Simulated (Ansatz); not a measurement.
# CH3BClFO: up Jacob's ladder to CCSD(T)

The task here is to estimate one member of a computed series from the others.

Computed with Ansatz 0.2.0, Gaussian basis. Level: functionals in def2-TZVPP, the program's frozen cores in correlated methods.

Levels to be run: LDA (SPW92), PBE-D4, revPBE-D4, BLYP-D4, r2SCAN-D4, B97M-V, PBE0-D4, B3LYP-D4, r2SCANh-D4, r2SCAN0-D4, HSE06-D4, BHLYP-D4, CAM-B3LYP-D4, LC-ωPBE, ωB97X-V, ωB97M-V, B2PLYP, PBE-QIDH; CCSD(T)/def2-SVP; CCSD(T)/def2-TZVPP; MP2/def2-QZVPP; extrapolation to the limit; RPA on PBE.

### The relaxed structure

The geometry comes from an earlier relaxation with PBE0-D4 in a triple-zeta def2 set; it is a stationary point, not always the lowest conformer.

SMILES `BC(O)(F)Cl`, 8 atoms, charge 0, spin multiplicity 1.

Atoms are counted from 1 here; the program's logs count them from 0.

Bond lengths: B1–C2 1.545 Å, B1–H6 1.192 Å, B1–H7 1.187 Å, C2–O3 1.458 Å, C2–F4 1.346 Å, C2–Cl5 1.742 Å, O3–H8 0.968 Å. Angles: C2–B1–H6 116.5°, C2–B1–H7 119.5°, H6–B1–H7 123.9°, B1–C2–O3 74.1°, B1–C2–F4 121.2°, B1–C2–Cl5 125.0°, O3–C2–F4 108.7°, O3–C2–Cl5 110.1°, F4–C2–Cl5 109.4°, C2–O3–H8 107.1°.

Set-up of the first run:

Input file in.yaml:

```yaml
crystal:
  periodic: [false, false, false]
  atoms:
    - {symbol: B, position_ang: [-0.496727, 0.835931, 0.196684]}
    - {symbol: C, position_ang: [0.656000, -0.125712, -0.169042]}
    - {symbol: O, position_ang: [-0.573104, -0.892271, -0.337222]}
    - {symbol: F, position_ang: [1.403686, -0.711802, 0.783820]}
    - {symbol: Cl, position_ang: [1.548083, -0.091841, -1.664662]}
    - {symbol: H, position_ang: [-0.796518, 0.892223, 1.348882]}
    - {symbol: H, position_ang: [-0.991579, 1.504401, -0.650038]}
    - {symbol: H, position_ang: [-0.657639, -1.468131, 0.435879]}
basis:
  gaussian: {orbitals: def2-TZVPP}
hamiltonian: {xc: lda}
output: {orbitals: {seedname: orbitals}}
```

Run with:

```sh
$ ansatz run in.yaml --threads 2 --pin off --events-out ev --progress --plain --max-ram 4352MiB
```

Among the steps run: LDA; PBE-D4 (GGA); revPBE-D4 (GGA); BLYP-D4 (GGA); r2SCAN-D4 (meta-GGA); B97M-V (meta-GGA); PBE0-D4 (hybrid); B3LYP-D4 (hybrid); r2SCANh-D4 (hybrid); r2SCAN0-D4 (hybrid); HSE06-D4 (hybrid); BHLYP-D4 (hybrid); CAM-B3LYP-D4 (range-separated); LC-ωPBE (range-separated); ωB97X-V (range-separated); ωB97M-V (range-separated); B2PLYP (double hybrid); PBE-QIDH (double hybrid).

One table of the session follows, with a row left open; its other results are not shown here.

It belongs to the step «Frontier levels by functional». 

```
  functional  HOMO (eV)  gap (eV)
 LDA (SPW92)      -7.38      5.79
      PBE-D4          ?         ?
   revPBE-D4      -7.15      5.89
     BLYP-D4      -7.12      5.84
   r2SCAN-D4      -7.52      6.63
      B97M-V      -7.62      6.54
     PBE0-D4      -8.63      8.25
    B3LYP-D4      -8.42      7.74
  r2SCANh-D4      -8.04      7.49
  r2SCAN0-D4      -8.83      8.75
    HSE06-D4      -8.23      7.47
    BHLYP-D4      -9.99     10.46
CAM-B3LYP-D4     -10.08     10.64
     LC-ωPBE     -11.43     13.28
     ωB97X-V     -11.07     12.75
     ωB97M-V     -10.93     12.25
```

Estimate the missing values for PBE-D4.

As computed: HOMO (eV): -7.21; gap (eV): 5.86. In the column «HOMO (eV)» it lies between LDA (SPW92) (-7.38) and revPBE-D4 (-7.15).
